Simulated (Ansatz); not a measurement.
**BrH₂NZn: a ladder of functionals and wavefunction methods**

One table from this session's results is given with a row withheld; the runs are named, their logs left out.

The runs use Ansatz 0.2.0, Gaussian basis; functionals in def2-TZVPP, the program's frozen cores in correlated methods.

Levels to be run: LDA (SPW92), PBE-D4, revPBE-D4, BLYP-D4, r2SCAN-D4, B97M-V, PBE0-D4, B3LYP-D4, r2SCANh-D4, r2SCAN0-D4, HSE06-D4, BHLYP-D4, CAM-B3LYP-D4, LC-ωPBE, ωB97X-V, ωB97M-V, B2PLYP, PBE-QIDH; CCSD(T)/def2-SVP; CCSD(T)/def2-TZVPP; CCSD(T)/def2-QZVPP; extrapolation to the limit; RPA on PBE.

**The relaxed structure**

All runs share one geometry, relaxed beforehand with PBE0-D4 in a triple-zeta def2 set.

5 atoms, charge 0, spin multiplicity 1.

Atoms are counted from 1 here; the program's logs count them from 0.

Bond lengths: N1–Zn2 1.816 Å, N1–H4 1.011 Å, N1–H5 1.011 Å, Zn2–Br3 2.231 Å. Angles: Zn2–N1–H4 115.8°, Zn2–N1–H5 115.8°, H4–N1–H5 107.8°, N1–Zn2–Br3 175.4°.

The first run:

in.yaml

```yaml
crystal:
  periodic: [false, false, false]
  atoms:
    - {symbol: N, position_ang: [-0.462701, 0.756655, -0.440240]}
    - {symbol: Zn, position_ang: [0.584542, -0.546699, 0.267710]}
    - {symbol: Br, position_ang: [2.013768, -2.059624, 1.070742]}
    - {symbol: H, position_ang: [-1.103961, 0.461703, -1.164187]}
    - {symbol: H, position_ang: [-0.981848, 1.314164, 0.224575]}
basis:
  gaussian: {orbitals: def2-TZVPP}
hamiltonian: {xc: lda}
output: {orbitals: {seedname: orbitals}}
```

Command:

```
$ ansatz run in.yaml --threads 2 --pin off --events-out ev --progress --plain --max-ram 32768MiB --backend cpu
```

Steps of the session up to this table: LDA; PBE-D4 (GGA); revPBE-D4 (GGA); BLYP-D4 (GGA); r2SCAN-D4 (meta-GGA); B97M-V (meta-GGA); B3LYP-D4 (hybrid); r2SCANh-D4 (hybrid); r2SCAN0-D4 (hybrid); HSE06-D4 (hybrid); BHLYP-D4 (hybrid); CAM-B3LYP-D4 (range-separated); LC-ωPBE (range-separated); ωB97X-V (range-separated); ωB97M-V (range-separated); B2PLYP (double hybrid); PBE-QIDH (double hybrid).

One table of the session follows, with a row left open; its other results are not shown here.

It belongs to the step «Orbital energies across the functionals». 

```
  functional  HOMO (eV)  gap (eV)
 LDA (SPW92)      -6.22      4.14
      PBE-D4      -6.01      4.16
   revPBE-D4      -5.93      4.19
     BLYP-D4      -5.88      4.05
   r2SCAN-D4          ?         ?
      B97M-V      -6.30      4.58
     PBE0-D4      -7.35      6.37
    B3LYP-D4      -7.12      5.80
  r2SCANh-D4      -6.78      5.58
  r2SCAN0-D4      -7.55      6.77
    HSE06-D4      -6.94      5.60
    BHLYP-D4      -8.62      8.33
CAM-B3LYP-D4      -8.79      8.63
     LC-ωPBE     -10.19     11.29
     ωB97X-V      -9.80     10.71
     ωB97M-V      -9.71     10.31
```

Estimate the missing values for r2SCAN-D4.

Worked estimate for «HOMO (eV)». Against the share of exact exchange, r2SCANh-D4 (0.1, -6.78), r2SCAN0-D4 (0.25, -7.55) give a slope of -5.13 per unit share; at 0 the line stands at -6.27.

**Answer.** HOMO (eV): -6.28; gap (eV): 4.77. In «HOMO (eV)» the line misses by +0.01.
